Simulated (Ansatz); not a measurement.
Runs of Ansatz 0.2.0 on CsEu. Symmetry: P-6m2, No. 187, hexagonal system. Conventional cell: a = 4.464 Å, b = 4.464 Å, c = 8.009 Å, α = 90.00°, β = 90.00°, γ = 120.00°. Eu (site symmetry -6m2) has 6 Eu at 4.46 Å as nearest neighbours. Around Cs (site symmetry -6m2) lie 6 Cs at 4.46 Å. The cell comes from a database or a generator and needn't be the stable form of this composition.

```tsv
spin	fixed moment (μB)	pressure (GPa)	moment (μB)
collinear, ferromagnetic start	14.0	(a)	14.00
collinear, ferromagnetic start	10.5	-1.0	10.50
collinear, ferromagnetic start	7.0	-0.1	7.00
collinear, ferromagnetic start	1.8	-0.5	1.80
collinear, ferromagnetic start	5.2	(b)	5.20
collinear, program default start	0.0	-0.7	0.00
collinear, ferromagnetic start	8.8	-0.5	8.80
collinear, ferromagnetic start	3.5	-0.8	3.50
```

Alike in all rows: task single point; level PBE; potentials or basis Ansatz PAW; cell as given; k mesh 6 × 6 × 3; cutoff (eV) 420; smearing fermi-dirac 0.05 eV.

Task: Fill in the values left out.

Result: (a) -3.4; (b) -0.2.

Caveats: the total moment is fixed, so each spin has its own Fermi level; the thresholds are loose for stress.
